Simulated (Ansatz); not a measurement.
# C3Pd: the cost of one run

Program: Ansatz 0.2.0. Level of theory: the levels named in each step. These are calculated values, not measurements.

**1. The structure to begin with**

Bond lengths: C1–C2 1.283 Å, C2–C3 1.289 Å, C3–Pd4 1.845 Å. Angles: C1–C2–C3 180.0°, C2–C3–Pd4 180.0°.

Coordinates:

```xyz
4

C     0.0000    0.0000   -2.0678
C     0.0000    0.0000   -0.7848
C     0.0000    0.0000    0.5039
Pd    0.0000    0.0000    2.3487
```

**2. A rough first relaxation, PBE-D4/def2-SVP**

Input file input.yaml:

```yaml
crystal:
  periodic: [false, false, false]
  atoms:
    - { symbol: C, position_ang: [0.0, 0.0, -2.06776] }
    - { symbol: C, position_ang: [0.0, 0.0, -0.78476] }
    - { symbol: C, position_ang: [0.0, 0.0, 0.50385] }
    - { symbol: Pd, position_ang: [0.0, 0.0, 2.34866] }
basis:
  gaussian: { orbitals: def2-SVP }
hamiltonian:
  xc: pbe
  dispersion: d4
relax:
  f_tol: 0.03
  max_steps: 200
```

The run is started by

```
$ ansatz run input.yaml --threads 2 --pin off --max-ram 5120MiB --backend cpu --events-out ev --progress --plain --runs-dir out
```

Q: Estimate wall time and peak memory on 2 threads of Arm Neoverse V2, shared host.

About 5.5 s, with a peak of 0.13 GiB.
